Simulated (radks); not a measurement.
**Ionisation of Zr: one atom, several choices of functional**

An exercise on one series of results from a longer session: the logs are not shown, and one member is left open.

Method: scalar-relativistic Kohn-Sham, spin-polarised, spherical densities, finite nucleus; open shells are filled with parallel spins first. Code: radks (a radial shooting solver on a logarithmic mesh, Libxc functionals) version 1.

2 further runs of the same task are left out: 1 that didn't finish, 1 set aside as unsound or not needed.

## The atom as given

* element: zirconium (Z = 40)
* charge: 0
* electrons: 40
* configuration: [Kr] 4d2 5s2
* ion: Zr⁺, [Kr] 4d2 5s1
* choices: PBE; exchange-only r2SCAN; LDA (Slater exchange, Perdew-Zunger correlation); LDA (Slater exchange, VWN5 correlation); revPBE; XLYP

The outer shells:

Zr
```
[Kr] core
4d [↑ ][↑ ][  ][  ][  ]
5s [↑↓]
```

Zr⁺
```
[Kr] core
4d [↑ ][↑ ][  ][  ][  ]
5s [↑ ]
```

The first run:

Settings of this run:

```text
Z 40
configuration [Kr] 4d2 5s2
relativity scalar-relativistic
functional pbe,pbe
spin polarised
nucleus finite rms 4.2694 fm
c 137.035999084
```

Steps of the session up to this table: PBE: Zr; PBE: Zr⁺; exchange-only r2SCAN: Zr; exchange-only r2SCAN: Zr⁺; LDA (Slater exchange, Perdew-Zunger correlation): Zr; LDA (Slater exchange, Perdew-Zunger correlation): Zr⁺; LDA (Slater exchange, VWN5 correlation): Zr; LDA (Slater exchange, VWN5 correlation): Zr⁺; revPBE: Zr; revPBE: Zr⁺; XLYP: Zr; XLYP: Zr⁺.

One table of the session follows, with a row left open; its other results are not shown here.

```
                                      functional  Δ-SCF (eV)  −ε(HOMO) (eV)  <r> HOMO (bohr)
                                             PBE       6.438          4.047            3.828
                            exchange-only r2SCAN       5.104          3.306            4.165
LDA (Slater exchange, Perdew-Zunger correlation)       6.754          4.121            2.265
         LDA (Slater exchange, VWN5 correlation)       6.720          4.153            2.262
                                          revPBE       6.341          3.985            3.856
                                            XLYP           ?              ?                ?
```

Estimate the missing values for XLYP.

**Answer.** Δ-SCF (eV): 6.635; −ε(HOMO) (eV): 3.822; <r> HOMO (bohr): 2.267. In the column «Δ-SCF (eV)» it lies between PBE (6.438) and LDA (Slater exchange, VWN5 correlation) (6.720).

Open shells are spherical and high-spin; term and fine-structure splittings are not resolved. The highest level changes shell from one choice to another, so −ε(HOMO) and Δ-SCF need not concern the same electron.
